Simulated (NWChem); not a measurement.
# One shape, several levels: TiHSCl3 (SMILES [SH][Ti]([Cl])([Cl])[Cl])

Wanted: a comparison of 4 runs (HF/STO-3G, HF/3-21G, B3LYP/6-31G*) of TiHSCl3. 

The results are computed with NWChem 7.3.0.

## (1) The molecule

TiHSCl3: 6 atoms, total charge 0, spin state singlet. As SMILES, `[SH][Ti]([Cl])([Cl])[Cl]`. Geometry: relaxed at PBE0-D4/def2-TZVP.

Bond lengths: S1–Ti2 2.254 Å, Ti2–Cl3 2.162 Å, Ti2–Cl4 2.173 Å, Ti2–Cl5 2.173 Å, S1–H6 1.350 Å. Angles: S1–Ti2–Cl3 104.5°, S1–Ti2–Cl4 109.3°, S1–Ti2–Cl5 109.2°, Cl3–Ti2–Cl4 112.3°, Cl3–Ti2–Cl5 112.4°, Cl4–Ti2–Cl5 109.0°, Ti2–S1–H6 90.3°.

## (2) Energy and gradient at HF/STO-3G (run 1)

Contents of run.py:

```python
from ase import Atoms
from ase.calculators.nwchem import NWChem

molecule = Atoms(['S', 'Ti', 'Cl', 'Cl', 'Cl', 'H'], positions=[
    [-0.927500, 0.679700, 1.423300],
    [0.383700, -0.272900, -0.142500],
    [1.935300, -1.269400, 0.985400],
    [-0.800200, -1.662300, -1.320800],
    [1.173700, 1.271500, -1.450400],
    [-1.722900, 1.189100, 0.458700],
])

calc = NWChem(
    label='cl3hsti',
    theory='scf',
    memory='2200 mb',
    basis='STO-3G',
    basispar='spherical bse',
    scf={'nopen': '0', 'rhf': None, 'thresh': '1e-08', 'maxiter': '80'},
)
molecule.calc = calc

forces = molecule.get_forces()
print("Total energy (eV):", round(molecule.get_potential_energy(), 6))
print("forces (eV/A):")
for s, f in zip(molecule.symbols, forces):
    print(f"{s:2s} {f[0]:10.5f} {f[1]:10.5f} {f[2]:10.5f}")
print("dipole (e A):", molecule.get_dipole_moment().round(4))
```

On the command line:

```
export ASE_NWCHEM_COMMAND="nwchem PREFIX.nwi > PREFIX.nwo"
python run.py
```

Log:

```text
Total energy (eV): -70686.817064
forces (eV/A):
S     0.39790   -0.32021   -1.39045
Ti   -0.93146    0.66962    1.10820
Cl    0.27105   -0.18059    0.02592
Cl   -0.00401   -0.10855   -0.10315
Cl    0.09765    0.04047   -0.11076
H     0.16892   -0.10068    0.47025
dipole (e A): [-0.2709  0.1898  0.1044]
```

The calculator wrote cl3hsti.nwi:

```
title "cl3hsti"

permanent_dir cl3hsti

scratch_dir cl3hsti

start cl3hsti

geometry units angstrom nocenter noautosym noautoz
  S  -9.2749999999999999e-01 6.7969999999999997e-01 1.4233000000000000e+00
  Ti 3.8369999999999999e-01 -2.7289999999999998e-01 -1.4249999999999999e-01
  Cl 1.9353000000000000e+00 -1.2694000000000001e+00 9.8540000000000005e-01
  Cl -8.0020000000000002e-01 -1.6623000000000001e+00 -1.3208000000000000e+00
  Cl 1.1737000000000000e+00 1.2715000000000001e+00 -1.4503999999999999e+00
  H  -1.7229000000000001e+00 1.1891000000000000e+00 4.5870000000000000e-01
end

memory 2200 mb

basis spherical bse noprint
   * library STO-3G
end

scf
  nopen 0
  rhf
  thresh 1e-08
  maxiter 80
end

task scf gradient
```

cl3hsti.nwo:

```text
Northwest Computational Chemistry Package (NWChem) 7.3.0
             --------------------------------------------------------

           Job information
           ---------------

    nwchem branch   = 7.3.0
    use scalapack   = T
    input           = cl3hsti.nwi
    prefix          = cl3hsti.
    data base       = cl3hsti/cl3hsti.db
    status          = startup
    nproc           =        1

           Memory information
           ------------------

    heap     =     72089596 doubles =      550.0 Mbytes
    stack    =     72089601 doubles =      550.0 Mbytes
    global   =    144179200 doubles =     1100.0 Mbytes (distinct from heap & stack)
    total    =    288358397 doubles =     2200.0 Mbytes
    verify   = yes
    hardfail = no

[... 133 lines left out ...]
 Convergence threshold     :          1.000E-08
[... 13 lines left out ...]
       Final RHF  results
[... 3 lines left out ...]
      One-electron energy =  -4826.175828290841
[... 1 line left out ...]
 Nuclear repulsion energy =    623.459937285298
[... 63 lines left out ...]
                       ROHF Final Molecular Orbital Analysis
[... 254 lines left out ...]
                 ----------------------------------------
                 |  Time  |  1-e(secs)   |  2-e(secs)   |
                 ----------------------------------------
                 |  CPU   |       0.00   |       1.90   |
                 ----------------------------------------
                 |  WALL  |       0.00   |       1.90   |
                 ----------------------------------------

 Task  times  cpu:        8.8s     wall:        8.8s
 Total times  cpu:        8.8s     wall:        8.8s
```

Wall time 9.9 s (1 thread of AMD EPYC 9R14 (Zen 4), shared host); peak memory 0.1 GiB.

## (3) Energy and forces at HF/3-21G (run 2)

Contents of cl3hsti.xyz:

```xyz
6

S     -0.927500     0.679700     1.423300
Ti     0.383700    -0.272900    -0.142500
Cl     1.935300    -1.269400     0.985400
Cl    -0.800200    -1.662300    -1.320800
Cl     1.173700     1.271500    -1.450400
H     -1.722900     1.189100     0.458700
```

Contents of run.py:

```python
from ase.io import read
from ase.calculators.nwchem import NWChem

molecule = read('cl3hsti.xyz')

calc = NWChem(
    label='cl3hsti',
    theory='scf',
    memory='2200 mb',
    basis='3-21G',
    basispar='spherical bse',
    scf={'nopen': '0', 'rhf': None, 'thresh': '1e-08', 'maxiter': '80'},
)
molecule.calc = calc

forces = molecule.get_forces()
print("Total energy (eV):", round(molecule.get_potential_energy(), 6))
print("forces (eV/A):")
for s, f in zip(molecule.symbols, forces):
    print(f"{s:2s} {f[0]:10.5f} {f[1]:10.5f} {f[2]:10.5f}")
print("dipole (e A):", molecule.get_dipole_moment().round(4))
```

On the command line:

```
export ASE_NWCHEM_COMMAND="nwchem PREFIX.nwi > PREFIX.nwo"
python run.py
```

Log:

```text
Total energy (eV): -71089.45976
forces (eV/A):
S    -0.01836    0.01352   -0.01018
Ti    0.19895   -0.12912    0.28287
Cl    0.41076   -0.26431    0.26153
Cl   -0.35800   -0.38068   -0.29233
Cl    0.20816    0.45776   -0.33008
H    -0.44151    0.30277    0.08819
dipole (e A): [-0.2545  0.1732 -0.0421]
```

The calculator wrote cl3hsti.nwi:

```
title "cl3hsti"

permanent_dir cl3hsti

scratch_dir cl3hsti

start cl3hsti

geometry units angstrom nocenter noautosym noautoz
  S  -9.2749999999999999e-01 6.7969999999999997e-01 1.4233000000000000e+00
  Ti 3.8369999999999999e-01 -2.7289999999999998e-01 -1.4249999999999999e-01
  Cl 1.9353000000000000e+00 -1.2694000000000001e+00 9.8540000000000005e-01
  Cl -8.0020000000000002e-01 -1.6623000000000001e+00 -1.3208000000000000e+00
  Cl 1.1737000000000000e+00 1.2715000000000001e+00 -1.4503999999999999e+00
  H  -1.7229000000000001e+00 1.1891000000000000e+00 4.5870000000000000e-01
end

memory 2200 mb

basis spherical bse noprint
   * library 3-21G
end

scf
  nopen 0
  rhf
  thresh 1e-08
  maxiter 80
end

task scf gradient
```

cl3hsti.nwo:

```text
Northwest Computational Chemistry Package (NWChem) 7.3.0
             --------------------------------------------------------

           Job information
           ---------------

    nwchem branch   = 7.3.0
    use scalapack   = T
    input           = cl3hsti.nwi
    prefix          = cl3hsti.
    data base       = cl3hsti/cl3hsti.db
    status          = startup
    nproc           =        1

           Memory information
           ------------------

    heap     =     72089596 doubles =      550.0 Mbytes
    stack    =     72089601 doubles =      550.0 Mbytes
    global   =    144179200 doubles =     1100.0 Mbytes (distinct from heap & stack)
    total    =    288358397 doubles =     2200.0 Mbytes
    verify   = yes
    hardfail = no

[... 133 lines left out ...]
 Convergence threshold     :          1.000E-08
[... 14 lines left out ...]
       Final RHF  results
[... 3 lines left out ...]
      One-electron energy =  -4841.869586819708
[... 1 line left out ...]
 Nuclear repulsion energy =    623.459937285298
[... 63 lines left out ...]
                       ROHF Final Molecular Orbital Analysis
[... 300 lines left out ...]
                 ----------------------------------------
                 |  Time  |  1-e(secs)   |  2-e(secs)   |
                 ----------------------------------------
                 |  CPU   |       0.00   |       2.19   |
                 ----------------------------------------
                 |  WALL  |       0.00   |       2.19   |
                 ----------------------------------------

 Task  times  cpu:       11.4s     wall:       11.4s
 Total times  cpu:       11.4s     wall:       11.4s
```

Wall time 13 s (1 thread of AMD EPYC 9R14 (Zen 4), shared host); peak memory 0.1 GiB.

Run 3 isn't shown in full; the table further down has it.

## (4) Energy and gradient at B3LYP/6-31G(d) (Cartesian functions) (run 4)

Contents of cl3hsti.nw:

```
start cl3hsti
title "Cl3HSTi gradient"
memory stack 880 mb heap 220 mb global 1100 mb

geometry units angstroms noautosym nocenter noautoz
 S    -0.927500    0.679700    1.423300
 Ti    0.383700   -0.272900   -0.142500
 Cl    1.935300   -1.269400    0.985400
 Cl   -0.800200   -1.662300   -1.320800
 Cl    1.173700    1.271500   -1.450400
 H    -1.722900    1.189100    0.458700
end

basis
 * library 6-31G*
end

dft
 xc b3lyp
 mult 1
 grid fine
 convergence energy 1e-08
 iterations 100
 mulliken
 print medium
end

task dft gradient
```

On the command line:

```
nwchem cl3hsti.nw > cl3hsti.out
```

Log:

```text
[...]
          Wavefunction type:  closed shell.
          No. of atoms     :     6
          No. of electrons :    90
[...]
          Charge           :     0
          Spin multiplicity:     1
[...]
          AO basis - number of functions:   117
[...]
              XC Information
              --------------
                         B3LYP Method XC Potential
                     Hartree-Fock (Exact) Exchange  0.200
                        Slater Exchange Functional  0.800 local
                    Becke 1988 Exchange Functional  0.720 non-local
              Lee-Yang-Parr Correlation Functional  0.810
                  VWN I RPA Correlation Functional  0.190 local
[...]
 d= 0,ls=0.0,diis     1  -2628.5095461818 -3.25D+03  8.41D-02  3.73D+00     5.0
[...]
 d= 0,ls=0.5,diis    43  -2629.0503237425 -8.37D-09  1.28D-06  7.92D-09   151.0
         Total DFT energy =    -2629.050323747384
      One electron energy =    -4863.195167635356
           Coulomb energy =     1763.635742847893
    Exchange-Corr. energy =     -152.950836245219
 Nuclear repulsion energy =      623.459937285298
[...]
      Total Density - Mulliken Population Analysis
     ---------------------------------------------
    Atom       Charge   Shell Charges
 -----------   ------   -------------------------------------------------------
    1 S   16    16.21   2.00  1.99  5.97  1.41  3.08  0.52  1.23  0.01
    2 Ti  22    21.29   2.00  2.00  5.99  2.06  6.11  0.07  0.71 -0.01  0.00  0.96  1.45 -0.06
    3 Cl  17    17.20   2.00  1.99  5.97  1.47  3.63  0.55  1.63 -0.03
    4 Cl  17    17.21   2.00  1.99  5.97  1.46  3.63  0.55  1.64 -0.03
    5 Cl  17    17.21   2.00  1.99  5.97  1.46  3.63  0.55  1.64 -0.03
    6 H    1     0.87   0.49  0.37
[...]
  wavefunction    = closed shell
                         DFT ENERGY GRADIENTS
    atom               coordinates                        gradient
                 x          y          z           x          y          z
   1 S      -1.752721   1.284447   2.689647    0.001157  -0.000958  -0.003875
   2 Ti      0.725088  -0.515706  -0.269286   -0.001246   0.000813  -0.001758
   3 Cl      3.657187  -2.398818   1.862136   -0.004399   0.002846  -0.002583
   4 Cl     -1.512159  -3.141292  -2.495950    0.003410   0.004094   0.003446
   5 Cl      2.217971   2.402787  -2.740859   -0.002394  -0.004494   0.003834
   6 H      -3.255809   2.247073   0.866817    0.003471  -0.002301   0.000935
[...]
```

It took 2.9 min on 1 thread of AMD EPYC 9R14 (Zen 4), shared host; peak memory 0.14 GiB.

## (5) The series

| run | level | iteration cap | module | energy (Eh) | dipole moment (D) | HOMO energy (eV) | LUMO energy (eV) | wall time |
| --- | --- | --- | --- | --- | --- | --- | --- | --- |
| 1 | HF/STO-3G | 80 | scf | -2597.692635 | 1.67 | -8.73 | 4.70 | 9.9 s |
| 2 | HF/3-21G | 80 | scf | -2612.489481 | 1.49 | -11.90 | -1.03 | 13 s |
| 3 | B3LYP/6-31G* (spherical functions) | 100 | dft | -2629.024467 | – | – | – | 2.6 min |
| 4 | B3LYP/6-31G* (Cartesian functions) | 100 | dft | -2629.050324 | 1.02 | -8.13 | -3.87 | 2.9 min |

## (6) What came out

| quantity | value |
| --- | --- |
| run 4: total energy | -2629.05032 Eh |
| run 4: dipole moment | 1.02 D |
| run 4: HOMO energy | -8.13 eV |
| run 4: LUMO energy | -3.87 eV |
| run 4: HOMO–LUMO gap | 4.26 eV |
| run 4: largest force on an atom | 0.328 eV/Å |

Over runs 1, 2, 4 the dipole moment (its size) runs from 1.02 D (B3LYP/6-31G*) to 1.67 D (HF/STO-3G). The two ends differ in method and basis. Over runs 1, 2, 4 the HOMO–LUMO gap runs from 4.26 eV (B3LYP/6-31G*) to 13.42 eV (HF/STO-3G). In run 1 the basis is minimal, so the values are rough. All runs together took 5.9 min, the longest 2.9 min.
